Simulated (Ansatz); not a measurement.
# C₂H₁₀GeOSi: one species, many methods

An exercise on one series of results from a longer session: the logs are not shown, and one member is left open.

Program: Ansatz 0.2.0, Gaussian basis. Level of theory: functionals in def2-TZVPP, the program's frozen cores in correlated methods. These are calculated values, not measurements.

Levels to be run: LDA (SPW92), PBE-D4, revPBE-D4, BLYP-D4, r2SCAN-D4, B97M-V, PBE0-D4, B3LYP-D4, r2SCANh-D4, r2SCAN0-D4, HSE06-D4, BHLYP-D4, CAM-B3LYP-D4, LC-ωPBE, ωB97X-V, ωB97M-V, B2PLYP, PBE-QIDH; CCSD(T)/def2-SVP; CCSD(T)/def2-TZVPP; MP2/def2-QZVPP; extrapolation to the limit; RPA on PBE.

### Structure used throughout

All runs share one geometry, relaxed beforehand with PBE0-D4 in a triple-zeta def2 set.

SMILES `CO[SiH](C)[GeH3]`, 15 atoms, charge 0, spin multiplicity 1.

Atoms are counted from 1 here; the program's logs count them from 0.

Bond lengths: C1–O2 1.407 Å, C1–H6 1.091 Å, C1–H7 1.097 Å, C1–H8 1.096 Å, O2–Si3 1.649 Å, Si3–C4 1.859 Å, Si3–Ge5 2.391 Å, Si3–H9 1.496 Å, C4–H10 1.093 Å, C4–H11 1.092 Å, C4–H12 1.093 Å, Ge5–H13 1.541 Å, Ge5–H14 1.541 Å, Ge5–H15 1.541 Å. Angles: O2–C1–H6 108.3°, O2–C1–H7 111.6°, O2–C1–H8 111.6°, H6–C1–H7 108.5°, H6–C1–H8 108.4°, H7–C1–H8 108.4°, C1–O2–Si3 123.0°, O2–Si3–C4 106.9°, O2–Si3–Ge5 111.1°, O2–Si3–H9 109.2°, C4–Si3–Ge5 111.4°, C4–Si3–H9 110.8°, Ge5–Si3–H9 107.5°, Si3–C4–H10 110.5°, Si3–C4–H11 110.8°, Si3–C4–H12 110.4°, H10–C4–H11 108.3°, H10–C4–H12 108.4° and more.

Set-up of the first run:

Input file in.yaml:

```yaml
crystal:
  periodic: [false, false, false]
  atoms:
    - {symbol: C, position_ang: [-0.679884, 2.232182, 0.332791]}
    - {symbol: O, position_ang: [-0.947181, 1.017361, -0.324949]}
    - {symbol: Si, position_ang: [0.201875, -0.137241, -0.581411]}
    - {symbol: C, position_ang: [-0.594207, -1.476690, -1.594852]}
    - {symbol: Ge, position_ang: [1.040764, -0.992668, 1.487996]}
    - {symbol: H, position_ang: [-1.581986, 2.845434, 0.300084]}
    - {symbol: H, position_ang: [0.133181, 2.783981, -0.153818]}
    - {symbol: H, position_ang: [-0.408668, 2.071253, 1.382789]}
    - {symbol: H, position_ang: [1.354403, 0.469907, -1.316542]}
    - {symbol: H, position_ang: [0.127844, -2.264571, -1.823525]}
    - {symbol: H, position_ang: [-1.431652, -1.924855, -1.056026]}
    - {symbol: H, position_ang: [-0.968704, -1.068931, -2.536766]}
    - {symbol: H, position_ang: [1.627558, 0.113929, 2.385443]}
    - {symbol: H, position_ang: [2.165754, -2.014522, 1.232583]}
    - {symbol: H, position_ang: [-0.061096, -1.705368, 2.295402]}
basis:
  gaussian: {orbitals: def2-TZVPP}
hamiltonian: {xc: lda}
output: {orbitals: {seedname: orbitals}}
```

Command:

```console
$ ansatz run in.yaml --threads 8 --pin off --events-out ev --progress --plain --max-ram 18278MiB
```

Among the steps run: LDA; PBE-D4 (GGA); revPBE-D4 (GGA); BLYP-D4 (GGA); r2SCAN-D4 (meta-GGA); B97M-V (meta-GGA); PBE0-D4 (hybrid); B3LYP-D4 (hybrid); r2SCANh-D4 (hybrid); r2SCAN0-D4 (hybrid); HSE06-D4 (hybrid); BHLYP-D4 (hybrid); CAM-B3LYP-D4 (range-separated); LC-ωPBE (range-separated); ωB97X-V (range-separated); ωB97M-V (range-separated); B2PLYP (double hybrid); PBE-QIDH (double hybrid).

One of the session's tables, all rows but one given; the rest of the session is left out.

It belongs to the step «Frontier levels by functional». 

```
  functional  HOMO (eV)  gap (eV)
 LDA (SPW92)          ?         ?
      PBE-D4      -6.16      5.54
   revPBE-D4      -6.11      5.62
     BLYP-D4      -6.06      5.60
   r2SCAN-D4      -6.45      6.12
      B97M-V      -6.57      6.09
     PBE0-D4      -7.40      7.62
    B3LYP-D4      -7.21      7.25
  r2SCANh-D4      -6.91      6.87
  r2SCAN0-D4      -7.59      7.97
    HSE06-D4      -7.00      6.86
    BHLYP-D4      -8.52      9.66
CAM-B3LYP-D4      -8.70      9.97
     LC-ωPBE      -9.96     12.37
     ωB97X-V      -9.66     11.92
     ωB97M-V      -9.50     11.47
```

**Question.** Estimate the row for LDA (SPW92).

As computed: HOMO (eV): -6.26; gap (eV): 5.41. In the column «HOMO (eV)» it lies between r2SCAN-D4 (-6.45) and PBE-D4 (-6.16).
